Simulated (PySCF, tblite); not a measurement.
# C3H11AsOSi: dynamics, then NMR shifts on frames, part 1 of 2

How do NMR shifts of C3H11AsOSi (`CC(C)O[SiH2][AsH2]`) change as the atoms move?

The runs use tblite 0.8.0 and PySCF 2.14.0, with density-fitted response routines of our own; the level of theory stands in each step. All values are computed, except where a source is named. Atoms are numbered from 0 throughout.

**1. The molecule as given**

17 atoms, charge 0, multiplicity 1; geometry from: GFN2-xTB.

Bonds of the start (Å): C0–C1 1.53, C1–C2 1.53, C1–O3 1.40, O3–Si4 1.62, Si4–As5 2.33, C0–H6 1.09, C0–H7 1.09, C0–H8 1.09, C1–H9 1.10, C2–H10 1.09, C2–H11 1.09, C2–H12 1.09, Si4–H13 1.46, Si4–H14 1.48, As5–H15 1.50, As5–H16 1.51.

**2. Thermal motion with GFN2-xTB**

Job settings and geometry (Å):

```
{"job": {"kind": "md", "xc": "GFN2-xTB", "basis": "xTB", "temperature": 300, "steps": 2000, "every": 50, "frames": 5}, "charge": 0, "multiplicity": 1}
C     -0.949009     1.318362     0.224242
C     -0.868508    -0.139336    -0.224374
C     -2.227166    -0.826163    -0.113627
O      0.040486    -0.849888     0.572056
Si     1.658184    -0.946139     0.481067
As     2.678168     1.110776     0.863396
H     -1.707627     1.846702    -0.346544
H     -1.205109     1.359565     1.280852
H      0.011025     1.817171     0.077217
H     -0.532556    -0.176712    -1.272044
H     -2.954605    -0.329750    -0.749975
H     -2.570433    -0.795266     0.917380
H     -2.139458    -1.866179    -0.416913
H      1.872173    -1.896630     1.570187
H      2.037155    -1.561776    -0.805997
H      4.052781     0.516033     0.824565
H      2.797501     1.431259    -0.604882
```

Level: GFN2-xTB Langevin dynamics, gas phase.

Command:

```sh
$ OMP_NUM_THREADS=1 python probes_run.py task.json out
```

The driver reads the jobs from task.json and runs them one after another.

The program printed:

```text
t/fs     T/K      E/eV
    0.0   259.0   -551.11147
   25.0   214.5   -550.69747
   50.0   305.5   -550.59775
   75.0   322.4   -550.53972
  100.0   217.4   -550.46707
  125.0   291.9   -550.58361
  150.0   342.1   -550.68533
  175.0   345.0   -550.68068
  200.0   265.4   -550.60699
  225.0   230.6   -550.52098
  250.0   323.5   -550.66057
  275.0   299.5   -550.65590
  300.0   240.2   -550.54492
  325.0   263.7   -550.53575
  350.0   280.1   -550.65162
  375.0   273.2   -550.67434
  400.0   261.3   -550.51037
  425.0   320.0   -550.59636
  450.0   283.7   -550.48179
  475.0   307.5   -550.44409
  500.0   343.6   -550.47743
  525.0   470.7   -550.58223
  550.0   478.5   -550.56609
  575.0   405.3   -550.37782
  600.0   353.8   -550.41151
  625.0   323.4   -550.49029
  650.0   443.8   -550.67040
  675.0   378.0   -550.70990
  700.0   364.8   -550.58830
  725.0   303.5   -550.47985
  750.0   375.0   -550.59940
  775.0   279.6   -550.80044
  800.0   221.1   -550.47749
  825.0   304.7   -550.57220
  850.0   355.4   -550.61429
  875.0   282.3   -550.49078
  900.0   394.4   -550.66339
  925.0   240.4   -550.38975
  950.0   304.1   -550.66525
  975.0   381.3   -550.56962
 1000.0   240.3   -550.35504
```

Run time: 15 s. Hardware: 1 thread of Intel Xeon Platinum 8488C, shared host; peak memory 0.19 GiB.

Distance from the start (root mean square after alignment): 0 fs 0.00 Å, 200 fs 0.58 Å, 400 fs 0.83 Å, 600 fs 1.13 Å, 800 fs 0.82 Å, 1000 fs 1.21 Å.

Positions (Å) and forces (eV/Å) at 1000 fs:

```xyz
17

C    -2.143    2.033    1.341    0.131   -1.426    1.259
C    -2.101    0.724    0.514    2.865    0.238   -1.507
C    -3.191   -0.242    0.705   -0.683   -0.447    0.473
O    -0.848    0.034    0.797    0.568    1.172   -0.422
Si    0.649    0.685    0.386   -0.423   -0.840    0.261
As    1.821    1.054    2.387    0.570   -0.190   -1.189
H    -3.182    2.335    1.448    0.183    0.192    0.060
H    -1.673    1.869    2.391   -0.969   -0.113   -1.560
H    -1.532    2.791    0.913    0.155    0.533   -0.558
H    -2.061    0.845   -0.630    0.020    0.839    1.291
H    -4.067    0.245    0.300   -0.616   -0.165    0.478
H    -3.219   -0.518    1.756   -0.580   -0.050   -0.021
H    -3.017   -1.128    0.106    0.124   -0.175    0.040
H     1.381   -0.204   -0.643   -0.718    0.473    0.651
H     0.519    2.002   -0.236   -0.124    0.092   -0.299
H     1.642   -0.390    2.692    0.272   -0.205    0.097
H     3.126    0.794    1.448   -0.777    0.072    0.948
```

**3. Shielding tensors: 250 fs, PBE0/pcSseg-1**

Job settings and geometry (Å):

```
{"job": {"kind": "nmr", "xc": "PBE0", "basis": "pcSseg-1", "pop": false}, "charge": 0, "multiplicity": 1}
C     -1.011600     1.364300    -0.208400
C     -1.183800    -0.171200    -0.193300
C     -2.386900    -0.633500     0.555300
O     -0.060400    -0.800000     0.314700
Si     1.518100    -0.722500     0.470700
As     2.180800     1.377000     1.296800
H     -1.915400     1.714300    -0.710600
H     -1.118600     1.768800     0.785100
H     -0.079100     1.678800    -0.741000
H     -1.108600    -0.379900    -1.292800
H     -3.307400    -0.228800     0.126300
H     -2.373600    -0.345500     1.584900
H     -2.440900    -1.687400     0.543000
H      1.850700    -1.797800     1.324300
H      2.237400    -1.043100    -0.788600
H      3.257800     0.967200     2.290800
H      3.308700     1.593000     0.278000
```

Level: GIAO PBE0/pcSseg-1 NMR shielding, non-relativistic, gas phase.

The program printed:

```text
coarse grid: 61656 points
cycle   1  E = -2720.5430368837  dE = -2.795e-01  |g| = 9.656e-01  |ddm| = 3.602e+00
cycle   2  E = -2720.4023416023  dE =  1.407e-01  |g| = 1.204e+00  |ddm| = 1.611e+00
cycle   3  E = -2720.6391882874  dE = -2.368e-01  |g| = 2.601e-01  |ddm| = 1.294e+00
cycle   4  E = -2720.6506512741  dE = -1.146e-02  |g| = 5.321e-02  |ddm| = 2.190e-01
cycle   5  E = -2720.6511097819  dE = -4.585e-04  |g| = 1.133e-02  |ddm| = 4.651e-02
cycle   6  E = -2720.6511404802  dE = -3.070e-05  |g| = 1.891e-03  |ddm| = 1.290e-02
cycle   7  E = -2720.6511413461  dE = -8.660e-07  |g| = 6.222e-04  |ddm| = 2.590e-03
final grid: 128928 points
cycle   8  E = -2720.6511207803  dE = -2.578e-08  |g| = 6.680e-04  |ddm| = 1.733e-03
cycle   9  E = -2720.6511207518  dE =  2.849e-08  |g| = 7.549e-04  |ddm| = 1.233e-03
cycle  10  E = -2720.6511208939  dE = -1.421e-07  |g| = 3.887e-05  |ddm| = 6.556e-04
cycle  11  E = -2720.6511208942  dE = -3.088e-10  |g| = 9.644e-06  |ddm| = 3.899e-05
converged SCF energy = -2720.6511208942

GIAO shielding tensors (ppm)
atom      isotropic    diamagn.    paramagn.     s11        s22        s33       span
  0 C      151.684     249.448     -97.764    137.529    142.486    175.038     37.510
  1 C      116.838     242.219    -125.381     86.934    106.672    156.909     69.976
  2 C      167.156     245.546     -78.390    150.466    157.890    193.111     42.645
  3 O      279.187     400.056    -120.869    210.831    301.779    324.951    114.121
  4 Si     389.761     880.221    -490.460    315.224    371.073    482.986    167.762
  5 As    1904.246    2879.146    -974.899   1790.166   1903.259   2019.315    229.149
  6 H       30.357      30.126       0.231     26.270     28.811     35.990      9.719
  7 H       30.303      31.513      -1.210     26.995     30.521     33.391      6.396
  8 H       29.314      30.894      -1.580     24.971     29.855     33.117      8.146
  9 H       26.533      30.453      -3.920     22.660     25.800     31.138      8.478
 10 H       30.745      27.959       2.786     26.263     28.035     37.937     11.675
 11 H       30.997      29.970       1.027     27.602     29.919     35.469      7.866
 12 H       30.959      29.347       1.612     26.629     28.599     37.648     11.019
 13 H       26.656      30.250      -3.595     21.598     25.997     32.372     10.775
 14 H       25.777      29.519      -3.743     20.897     25.164     31.269     10.372
 15 H       29.124      28.895       0.230     21.843     23.517     42.012     20.170
 16 H       29.014      29.281      -0.267     21.833     24.330     40.881     19.048
```

Run time: 27 s. Hardware: 1 thread of Intel Xeon Platinum 8488C, shared host; peak memory 0.91 GiB.

Shifts follow as δ = σ(reference) − σ, with reference shieldings (ppm) from runs at the same level and on the same kind of geometry: 1H TMS 31.72, 13C TMS 186.9, 29Si TMS 349.2, 17O H2O 336.1, 75As AsH3 1989. The references are single molecules in the gas phase, so shifts against H2O, NH3, PH3, H3PO4 or CFCl3 are not on the usual liquid scales and can be off by tens of ppm. Shifts against hydride references such as AlH4− lie on their own scale. Each atom is listed at this fixed geometry, with no averaging over motion; a spectrum would average atoms that exchange fast.

```tsv
atoms	environment	σ (ppm)	δ (ppm)
C1	sp3 CH bonded to O	116.8	70.1
C0	methyl carbon	151.7	35.2
C2	methyl carbon	167.2	19.8
H14	hydrogen on a silicon bonded to As, O	25.78	5.94
H9	hydrogen on an sp3 CH bonded to O	26.53	5.18
H13	hydrogen on a silicon bonded to As, O	26.66	5.06
H16	hydrogen on an arsenic bonded to Si	29.01	2.70
H15	hydrogen on an arsenic bonded to Si	29.12	2.59
H8	hydrogen on a methyl carbon	29.31	2.40
H7	hydrogen on a methyl carbon	30.30	1.41
H6	hydrogen on a methyl carbon	30.36	1.36
H10	hydrogen on a methyl carbon	30.75	0.97
H12	hydrogen on a methyl carbon	30.96	0.76
H11	hydrogen on a methyl carbon	31.00	0.72
O3	oxygen bonded to C, Si	279.2	56.9
Si4	silicon bonded to As, O, 2 H	389.8	-40.6
As5	arsenic bonded to Si, 2 H	1904	84
```

**4. Shielding tensors: 425 fs, PBE0/pcSseg-1**

Job settings and geometry (Å):

```
{"job": {"kind": "nmr", "xc": "PBE0", "basis": "pcSseg-1", "pop": false}, "charge": 0, "multiplicity": 1}
C     -0.998900     1.414100    -0.354100
C     -1.298500    -0.023300    -0.132400
C     -2.459400    -0.307600     0.755300
O     -0.145200    -0.621500     0.424200
Si     1.402200    -0.411600     0.767700
As     1.990300     1.567100     1.839000
H     -1.940500     1.959600    -0.537600
H     -0.594200     1.839700     0.574300
H     -0.341000     1.720900    -1.087400
H     -1.453200    -0.630700    -1.135800
H     -3.305400     0.140400     0.360700
H     -2.244600     0.062400     1.725200
H     -2.543800    -1.383600     0.789900
H      1.576200    -1.625700     1.571200
H      2.156200    -0.489500    -0.536700
H      3.406500     1.130400     1.838000
H      2.274400     2.377700     0.525500
```

With the program's defaults for keys left out, this is: GIAO PBE0/pcSseg-1 NMR shielding, non-relativistic, gas phase.

The program printed:

```text
coarse grid: 61656 points
cycle   1  E = -2720.5273551441  dE = -2.273e-01  |g| = 9.896e-01  |ddm| = 3.605e+00
cycle   2  E = -2720.3627774063  dE =  1.646e-01  |g| = 1.272e+00  |ddm| = 1.751e+00
cycle   3  E = -2720.6325811504  dE = -2.698e-01  |g| = 2.711e-01  |ddm| = 1.416e+00
cycle   4  E = -2720.6450759946  dE = -1.249e-02  |g| = 5.332e-02  |ddm| = 2.269e-01
cycle   5  E = -2720.6455422503  dE = -4.663e-04  |g| = 1.106e-02  |ddm| = 4.705e-02
cycle   6  E = -2720.6455710980  dE = -2.885e-05  |g| = 1.998e-03  |ddm| = 1.393e-02
cycle   7  E = -2720.6455722127  dE = -1.115e-06  |g| = 8.568e-04  |ddm| = 3.590e-03
final grid: 128928 points
cycle   8  E = -2720.6456154508  dE = -2.339e-08  |g| = 1.032e-03  |ddm| = 2.967e-03
cycle   9  E = -2720.6456153498  dE =  1.009e-07  |g| = 1.260e-03  |ddm| = 2.087e-03
cycle  10  E = -2720.6456156932  dE = -3.433e-07  |g| = 5.775e-05  |ddm| = 1.121e-03
cycle  11  E = -2720.6456156940  dE = -8.099e-10  |g| = 1.400e-05  |ddm| = 6.523e-05
converged SCF energy = -2720.6456156940

GIAO shielding tensors (ppm)
atom      isotropic    diamagn.    paramagn.     s11        s22        s33       span
  0 C      164.757     249.885     -85.128    148.268    158.478    187.526     39.257
  1 C      112.105     241.355    -129.250     88.256     97.800    150.260     62.004
  2 C      162.893     249.794     -86.901    144.088    156.718    187.874     43.786
  3 O      266.567     401.201    -134.633    202.133    283.301    314.268    112.135
  4 Si     377.344     880.843    -503.500    309.251    375.405    447.375    138.124
  5 As    1884.350    2880.125    -995.774   1735.932   1927.937   1989.181    253.249
  6 H       30.531      29.649       0.882     25.548     28.715     37.331     11.783
  7 H       30.556      32.551      -1.995     25.792     29.685     36.190     10.398
  8 H       31.467      33.750      -2.283     27.362     30.251     36.788      9.426
  9 H       25.661      29.153      -3.493     21.944     24.260     30.778      8.835
 10 H       32.125      30.652       1.473     27.770     29.711     38.895     11.125
 11 H       31.314      31.145       0.168     27.965     31.044     34.932      6.967
 12 H       30.095      29.836       0.259     26.043     27.944     36.297     10.255
 13 H       26.016      29.712      -3.695     21.026     25.415     31.608     10.582
 14 H       25.109      30.184      -5.076     20.292     24.573     30.461     10.169
 15 H       30.120      29.496       0.624     23.176     23.981     43.202     20.026
 16 H       28.532      29.535      -1.003     21.549     24.891     39.157     17.608
```

Run time: 27 s. Hardware: 1 thread of Intel Xeon Platinum 8488C, shared host; peak memory 0.94 GiB.

This run: δ C1 74.8, C2 24.0, C0 22.2, O3 69.5, H14 6.61, H9 6.06 ppm.

(Continued in part 2 of 2.)
